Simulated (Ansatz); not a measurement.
# C2H6AlFSi: one species, many methods

An exercise on one series of results from a longer session: the logs are not shown, and one member is left open.

Program: Ansatz 0.2.0, Gaussian basis. Level of theory: functionals in def2-TZVPP, the program's frozen cores in correlated methods. These are calculated values, not measurements.

Levels to be run: PBE-D4, r2SCAN-D4, PBE0-D4, B3LYP-D4, ωB97X-V, ωB97M-V, B2PLYP; CCSD(T)/def2-TZVPP; MP2/def2-QZVPP; extrapolation to the limit.

## The geometry

The geometry comes from an earlier relaxation with PBE0-D4 in a triple-zeta def2 set; it is a stationary point, not always the lowest conformer.

SMILES `[CH3][Al]1[CH2][SiH]1F`, 11 atoms, charge 0, spin multiplicity 1.

Atoms are counted from 1 here; the program's logs count them from 0.

Bond lengths: C1–Al2 1.945 Å, C1–H6 1.095 Å, C1–H7 1.095 Å, C1–H8 1.092 Å, Al2–C3 1.974 Å, Al2–Si4 2.323 Å, C3–Si4 1.870 Å, C3–H9 1.089 Å, C3–H10 1.110 Å, Si4–F5 1.609 Å, Si4–H11 1.488 Å. Angles: Al2–C1–H6 110.3°, Al2–C1–H7 110.1°, Al2–C1–H8 112.6°, H6–C1–H7 107.1°, H6–C1–H8 108.3°, H7–C1–H8 108.3°, C1–Al2–C3 138.6°, C1–Al2–Si4 170.3°, C3–Al2–Si4 50.8°, Al2–C3–Si4 74.3°, Al2–C3–H9 140.7°, Al2–C3–H10 92.5°, Si4–C3–H9 125.2°, Si4–C3–H10 109.5°, H9–C3–H10 108.4°, Al2–Si4–C3 54.9°, Al2–Si4–F5 136.0°, Al2–Si4–H11 116.2° and more.

Set-up of the first run:

Input file in.yaml:

```yaml
crystal:
  periodic: [false, false, false]
  atoms:
    - {symbol: C, position_ang: [-2.107224, 0.221401, 1.005779]}
    - {symbol: Al, position_ang: [-0.487858, -0.019917, -0.043411]}
    - {symbol: C, position_ang: [1.459090, -0.166997, 0.249375]}
    - {symbol: Si, position_ang: [1.220341, -0.219228, -1.604846]}
    - {symbol: F, position_ang: [2.047559, 0.786927, -2.549107]}
    - {symbol: H, position_ang: [-2.344270, -0.696248, 1.553200]}
    - {symbol: H, position_ang: [-1.958793, 1.011153, 1.749076]}
    - {symbol: H, position_ang: [-2.969111, 0.486511, 0.390752]}
    - {symbol: H, position_ang: [2.184997, -0.758240, 0.805407]}
    - {symbol: H, position_ang: [1.536957, 0.888334, 0.583983]}
    - {symbol: H, position_ang: [1.483711, -1.590696, -2.119606]}
basis:
  gaussian: {orbitals: def2-TZVPP}
hamiltonian: {xc: pbe, dispersion: d4}
output: {forces: true, orbitals: {seedname: orbitals}}
```

The run is started by

```
> ansatz run in.yaml --threads 4 --pin off --events-out ev --progress --plain --max-ram 10444MiB
```

Among the steps run: PBE-D4 (GGA); r2SCAN-D4 (meta-GGA); PBE0-D4 (hybrid); B3LYP-D4 (hybrid); ωB97X-V (range-separated); ωB97M-V (range-separated); B2PLYP (double hybrid); CCSD(T) in def2-TZVPP; MP2 in def2-QZVPP.

One of the session's tables, all rows but one given; the rest of the session is left out.

| method | atomisation energy (kcal/mol) |
| --- | --- |
| PBE-D4 | 947.8 |
| r2SCAN-D4 | 941.3 |
| PBE0-D4 | 935.2 |
| B3LYP-D4 | 931.2 |
| ωB97X-V | 938.5 |
| ωB97M-V | 937.5 |
| B2PLYP | 923.6 |
| HF/def2-TZVPP | 694.7 |
| MP2/def2-TZVPP | 926.4 |
| CCSD/def2-TZVPP | 898.6 |
| CCSD(T)/def2-TZVPP | 911.9 |
| MP2/CBS | ? |
| CCSD(T)/CBS | 936.5 |

Q: Estimate the row for MP2/CBS from the others.

The run gave: atomisation energy (kcal/mol): 951.0. In the column «atomisation energy (kcal/mol)» it is the highest.
